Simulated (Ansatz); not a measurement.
# BiTe (I4/mmm) in Ansatz: further runs

The runs below take BiTe through single point, with PBE.

Program: Ansatz 0.2.0. These are calculated values, not measurements. Logs are shortened: lines on timing, memory, paths and dates and some standing lists are left out, and cuts for length are marked.

**1. The cell of the first run**

It takes space group I4/mmm (No. 139, tetragonal). The conventional cell has a = 4.575 Å, b = 4.575 Å, c = 6.599 Å, α = 90.00°, β = 90.00°, γ = 90.00°. Bi (site symmetry 4/mmm) has 6 Te at 3.23 to 3.30 Å as nearest neighbours. Te (site symmetry 4/mmm) is surrounded by 6 Bi at 3.23 to 3.30 Å.

**2. Single point, PBE (strained by +2 %)**

input.yaml

```yaml
crystal:
  lattice:
    - [0.0, 3.235, 3.2997]
    - [3.235, 0.0, 3.2997]
    - [3.235, 3.235, 0.0]
  atoms:
    - { symbol: Bi, position: [0.0, 0.0, 0.0] }
    - { symbol: Te, position: [0.5, 0.5, 0.5] }
hamiltonian:
  xc: pbe
  pseudopotentials: { kind: paw }
kpoints:
  mp_grid: { grid: [7, 7, 7] }
scf:
  occupations: { method: fermi_dirac, width: 0.05 }
output:
  forces: true
  stress: true
  eigenvalues: true
```

Potentials or basis: Ansatz PAW.

The run is started by

```console
> ansatz run input.yaml --threads 2 --pin off --max-ram 5632MiB --backend cpu --events-out ev --progress --plain --runs-dir out
```

Log:

```text
Warning: RAYON_NUM_THREADS=2 ignored (pool sized by the plan → 2); use --threads N
Engine: ansatz 0.2.0, aarch64-unknown-linux-gnu
Pseudopotentials: kind: paw
Pseudopotential: Bi, paw, valence charge 15, recommended cutoff 420 eV (normal), Bi.paw.azcp
Pseudopotential: Te, paw, valence charge 16, recommended cutoff 420 eV (normal), Te.paw.azcp
Functional definition: PBE
  parameter kappa = 0.804
  parameter beta = 0.06672455060314922
  exchange = pbe_x(kappa = kappa, mu = beta*pi^2/3)
  correlation = pbe_c(beta = beta)
Crystal: 2 atoms, lattice volume = 69.064 Å³
Basis set: ecut = 420 eV, 1379 PW (Γ), exchange–correlation on 64×64×64 points (8 copies of the dense FFT grid, shifted against one another)
Bands: 20, of which v1, the nominal top of the filled ones, is band 16 counted from 1 (15 counted from 0)
Symmetry: 16 space group operations
Space group: I4/mmm (ITA 139), of the structure as read, at distance tolerance 4.1e-5 Å
k-points: 40 of 343
Non-local potential: Bi, projectors of the file, l = 0: 2, l = 1: 2, l = 2: 2, l = 3: 2
Non-local potential: Te, projectors of the file, l = 0: 2, l = 1: 2, l = 2: 2, l = 3: 2
PAW form: soft (Blöchl's): semilocal exchange-correlation on the pseudo side does not see the compensation charge
PAW one-centre angular grid: Bi, 590 points (default); XC on 64 Gauss nodes
PAW one-centre angular grid: Te, 590 points (default); XC on 64 Gauss nodes
Initial density: superposition of atomic densities (neutral atoms: chi_scale 0, normalization atom), corrected by the library's trained network
Initial wavefunctions: pseudopotential atomic-orbital guess
Functional: x = pbe(κ = 0.804, μ = 0.2195149727645171), c = pbe(β = 0.06672455060314922)
SCF iter   1: F=—  HF=-19376.637701 eV  |F-HF|=—  |Δ(HF+E_count)|=         —  Δρ=9.88e-4  dr2=1.24e-3  ethr=1.77e-3  ⟨swp⟩=6.5  Hψ=4166  notcnv=0
preconditioner: auto → LDOS  [metal: Δε(μ)=0.034 eV  Ē_g=9.387 eV  σ=0.050 eV  W_gap=0.17  n_scr=14 (ndim 8)  ℏωp=14.8 eV  f_vac=0.013  D(μ)=2.48/eV (n_scr^D=14)  β→1.0]
SCF iter   2: F=—  HF=-19376.636021 eV  |F-HF|=—  |Δ(HF+E_count)|=   1.68e-3  Δρ=6.91e-4  dr2=3.18e-4  ethr=3.99e-6  ⟨swp⟩=2.1  Hψ=1747  notcnv=0  defer=4
SCF iter   3: F=—  HF=-19376.635944 eV  |F-HF|=—  |Δ(HF+E_count)|=   7.79e-5  Δρ=2.95e-4  dr2=8.27e-5  ethr=1.03e-6  ⟨swp⟩=2.0  Hψ=1408  notcnv=0  defer=4
SCF iter   4: F=—  HF=-19376.635937 eV  |F-HF|=—  |Δ(HF+E_count)|=   6.77e-6  Δρ=7.60e-5  dr2=3.59e-6  ethr=2.67e-7  ⟨swp⟩=2.0  Hψ=1199  notcnv=0  defer=4
SCF iter   5: F=—  HF=-19376.635936 eV  |F-HF|=—  |Δ(HF+E_count)|=   9.61e-7  Δρ=1.72e-5  dr2=2.29e-7  ethr=1.16e-8  ⟨swp⟩=2.0  Hψ=1412  notcnv=0  defer=4
SCF iter   6: F=-19376.635936 eV  HF=-19376.635936 eV  |F-HF|=3.83e-8  |Δ(HF+E_count)|=   6.94e-8  Δρ=8.42e-6  dr2=4.45e-8  ethr=3.23e-10  ⟨swp⟩=8.4  Hψ=4276  notcnv=0
SCF 1 converged in 6 iterations: F = -19376.635936 eV  dr2 = 4.45e-8
SCF converged after 6 iterations
Free energy (F): -19376.635936 eV
Harris-Foulkes:  -19376.635936 eV  (|F-HF|=3.83e-8)
Internal energy: -19376.616830 eV  (E = F + TS)
E sigma→0 (E₀):  -19376.626383 eV
Entropy (-TS):   -0.019106 eV (-9.553 meV/atom)
Fermi energy:    9.546157 eV
--- Per-component energies (eV) ---
  E_band       = -372.037197
  E_kinetic    = 481.299813
  E_local      = -2793.602726  (includes V_loc(G=0)·N_el)
  E_nonlocal   = 249.885418
  E_hartree    = 1301.898013
  E_xc         = -275.289520
  E_vxc        = -247.883281  (∫ρ·V_xc dr)
  E_paw        = -15325.027017  (= ΣΔE_a)
  E_vpaw       = -665.534308  (= ΣTr[D̂ρ^β])
  E_aug_tail   = -0.000594  (compensation charges beyond the density's cutoff)
  E_ewald      = -3015.780216
  E_smearing   = -0.019106  (= −TS)
  E_closure    = 0.000000  (closes the sum)
  Σ components = -19376.635936   (vs F -19376.635936, Δ=0.00e0)
--- Forces (eV/Å), atoms counted from 1 ---
  atom   1  Bi    -0.00000000    -0.00000000     0.00000000
  atom   2  Te     0.00000000     0.00000000    -0.00000000
  max |Σ_I F_I| component: 1.89e-29 eV/Å
--- Stress (GPa, compression-positive) ---
        0.187572       0.000000       0.000000
        0.000000       0.187572       0.000000
        0.000000       0.000000      -0.522711
  P = ⅓ Tr σ = -0.0492 GPa (-0.492 kbar)
--- Band table (eV; the first three rows and the last of 40) ---
  k-point 0: bands = ["-27.7104", "-27.7093", "-27.7023", "-27.7023", "-27.7003", "-13.6352", "-13.6335", "-13.6173", "-13.6173", "-13.6140", "-3.8616", "1.3377", "6.9429", "6.9429", "7.2086", "11.3495", "11.7844", "11.7844", "14.1422", "14.2992"]
  k-point 1: bands = ["-27.7103", "-27.7093", "-27.7023", "-27.7022", "-27.7002", "-13.6360", "-13.6327", "-13.6170", "-13.6165", "-13.6143", "-3.6843", "0.9202", "7.0158", "7.0811", "7.2780", "10.7096", "11.0614", "11.1248", "14.0967", "14.5680"]
  k-point 2: bands = ["-27.7102", "-27.7091", "-27.7022", "-27.7021", "-27.7001", "-13.6379", "-13.6313", "-13.6172", "-13.6143", "-13.6138", "-3.1635", "-0.0736", "7.2447", "7.3207", "7.5183", "9.6388", "9.9164", "9.9854", "14.6179", "15.6096"]
  k-point 39: bands = ["-27.7101", "-27.7094", "-27.7017", "-27.7016", "-27.7004", "-13.6352", "-13.6328", "-13.6250", "-13.6093", "-13.6089", "-2.1775", "-0.5518", "4.1761", "5.7825", "5.8160", "12.1585", "12.4101", "12.6712", "13.9469", "18.0786"]
```

Run time: 1.7 s. Hardware: 2 threads of Arm Neoverse V2, shared host; peak memory 0.36 GiB.

What came out:

```yaml
Free_energy: -19376.6359 eV
Pressure: 0.0 GPa
Band_gap_on_the_k_mesh: none (metal or under the smearing width)
```

Stress tensor (GPa, compression positive):
```
 0.19  0.00  0.00
 0.00  0.19  0.00
 0.00  0.00 -0.52
```

Caveat: spin-orbit coupling is left out, which moves the levels of the heavy elements.

**3. Single point, PBE (strained by +4 %)**

Edit input.yaml of step 2 so:

```diff
@@ -2,4 +2,4 @@
   lattice:
-    - [0.0, 3.235, 3.2997]
-    - [3.235, 0.0, 3.2997]
+    - [0.0, 3.235, 3.3644]
+    - [3.235, 0.0, 3.3644]
     - [3.235, 3.235, 0.0]
```

Potentials or basis: Ansatz PAW.

The run is started by

```console
> ansatz run input.yaml --threads 2 --pin off --max-ram 5632MiB --backend cpu --events-out ev --progress --plain --runs-dir out
```

Log:

```text
Warning: RAYON_NUM_THREADS=2 ignored (pool sized by the plan → 2); use --threads N
[... 9 set-up lines as earlier in the session ...]
Crystal: 2 atoms, lattice volume = 70.418 Å³
Basis set: ecut = 420 eV, 1387 PW (Γ), exchange–correlation on 64×64×64 points (8 copies of the dense FFT grid, shifted against one another)
Bands: 20, of which v1, the nominal top of the filled ones, is band 16 counted from 1 (15 counted from 0)
[... 2 set-up lines as earlier in the session ...]
k-points: 40 of 343
[... 8 set-up lines as earlier in the session ...]
SCF iter   1: F=—  HF=-19376.627048 eV  |F-HF|=—  |Δ(HF+E_count)|=         —  Δρ=1.14e-3  dr2=1.91e-3  ethr=1.77e-3  ⟨swp⟩=6.6  Hψ=4175  notcnv=0
preconditioner: auto → LDOS  [metal: Δε(μ)=0.041 eV  Ē_g=9.306 eV  σ=0.050 eV  W_gap=0.20  n_scr=14 (ndim 8)  ℏωp=14.7 eV  f_vac=0.015  D(μ)=2.19/eV (n_scr^D=14)  β→1.0]
SCF iter   2: F=—  HF=-19376.625382 eV  |F-HF|=—  |Δ(HF+E_count)|=   1.67e-3  Δρ=6.82e-4  dr2=3.35e-4  ethr=6.17e-6  ⟨swp⟩=2.0  Hψ=1770  notcnv=0  defer=7
SCF iter   3: F=—  HF=-19376.625320 eV  |F-HF|=—  |Δ(HF+E_count)|=   6.14e-5  Δρ=3.94e-4  dr2=1.05e-4  ethr=1.08e-6  ⟨swp⟩=2.0  Hψ=1410  notcnv=0  defer=7
SCF iter   4: F=—  HF=-19376.625263 eV  |F-HF|=—  |Δ(HF+E_count)|=   5.69e-5  Δρ=6.73e-5  dr2=3.08e-6  ethr=3.38e-7  ⟨swp⟩=2.1  Hψ=1288  notcnv=0  defer=7
SCF iter   5: F=—  HF=-19376.625270 eV  |F-HF|=—  |Δ(HF+E_count)|=   6.49e-6  Δρ=1.56e-5  dr2=1.82e-7  ethr=9.95e-9  ⟨swp⟩=2.0  Hψ=1413  notcnv=0  defer=7
SCF iter   6: F=-19376.625270 eV  HF=-19376.625270 eV  |F-HF|=4.19e-8  |Δ(HF+E_count)|=   6.06e-8  Δρ=8.66e-6  dr2=4.48e-8  ethr=3.23e-10  ⟨swp⟩=8.1  Hψ=4263  notcnv=0
SCF 1 converged in 6 iterations: F = -19376.625270 eV  dr2 = 4.48e-8
SCF converged after 6 iterations
Free energy (F): -19376.625270 eV
Harris-Foulkes:  -19376.625270 eV  (|F-HF|=4.19e-8)
Internal energy: -19376.608048 eV  (E = F + TS)
E sigma→0 (E₀):  -19376.616659 eV
Entropy (-TS):   -0.017222 eV (-8.611 meV/atom)
Fermi energy:    9.230083 eV
--- Per-component energies (eV) ---
  E_band       = -380.161747
  E_kinetic    = 480.781475
  E_local      = -2826.361508  (includes V_loc(G=0)·N_el)
  E_nonlocal   = 249.864900
  E_hartree    = 1314.324003
  E_xc         = -275.015063
  E_vxc        = -247.511214  (∫ρ·V_xc dr)
  E_paw        = -15325.043064  (= ΣΔE_a)
  E_vpaw       = -665.586272  (= ΣTr[D̂ρ^β])
  E_aug_tail   = -0.000615  (compensation charges beyond the density's cutoff)
  E_ewald      = -2995.158176
  E_smearing   = -0.017222  (= −TS)
  E_closure    = -0.000000  (closes the sum)
  Σ components = -19376.625270   (vs F -19376.625270, Δ=0.00e0)
--- Forces (eV/Å), atoms counted from 1 ---
  atom   1  Bi    -0.00000000     0.00000000     0.00000000
  atom   2  Te     0.00000000     0.00000000    -0.00000000
  max |Σ_I F_I| component: 1.89e-29 eV/Å
--- Stress (GPa, compression-positive) ---
       -0.341369       0.000000       0.000000
        0.000000      -0.341369       0.000000
        0.000000       0.000000      -1.972485
  P = ⅓ Tr σ = -0.8851 GPa (-8.851 kbar)
--- Band table (eV; the first three rows and the last of 40) ---
  k-point 0: bands = ["-27.9777", "-27.9766", "-27.9648", "-27.9648", "-27.9608", "-13.9265", "-13.9255", "-13.8993", "-13.8993", "-13.8926", "-4.0332", "0.9851", "6.6200", "6.6200", "7.1246", "10.7596", "11.5901", "11.5901", "13.7887", "14.0937"]
  k-point 1: bands = ["-27.9777", "-27.9765", "-27.9648", "-27.9647", "-27.9608", "-13.9273", "-13.9247", "-13.8990", "-13.8986", "-13.8928", "-3.8605", "0.5883", "6.7038", "6.7748", "7.1519", "10.1833", "10.8607", "10.9259", "13.8343", "14.2781"]
  k-point 2: bands = ["-27.9776", "-27.9764", "-27.9647", "-27.9646", "-27.9607", "-13.9293", "-13.9230", "-13.8987", "-13.8968", "-13.8929", "-3.3535", "-0.3633", "6.9604", "7.0871", "7.2661", "9.2172", "9.6970", "9.7719", "14.3506", "15.3195"]
  k-point 39: bands = ["-27.9775", "-27.9766", "-27.9643", "-27.9642", "-27.9609", "-13.9267", "-13.9247", "-13.9017", "-13.8924", "-13.8920", "-2.5209", "-0.7185", "4.0600", "5.5898", "5.6250", "11.8928", "12.0781", "12.4031", "13.3532", "17.8817"]
```

Run time: 1.6 s. Hardware: 2 threads of Arm Neoverse V2, shared host; peak memory 0.36 GiB.

What came out:

```yaml
Free_energy: -19376.6253 eV
Pressure: -0.9 GPa
Band_gap_on_the_k_mesh: none (metal or under the smearing width)
```

Caveat: spin-orbit coupling is left out, which moves the levels of the heavy elements.
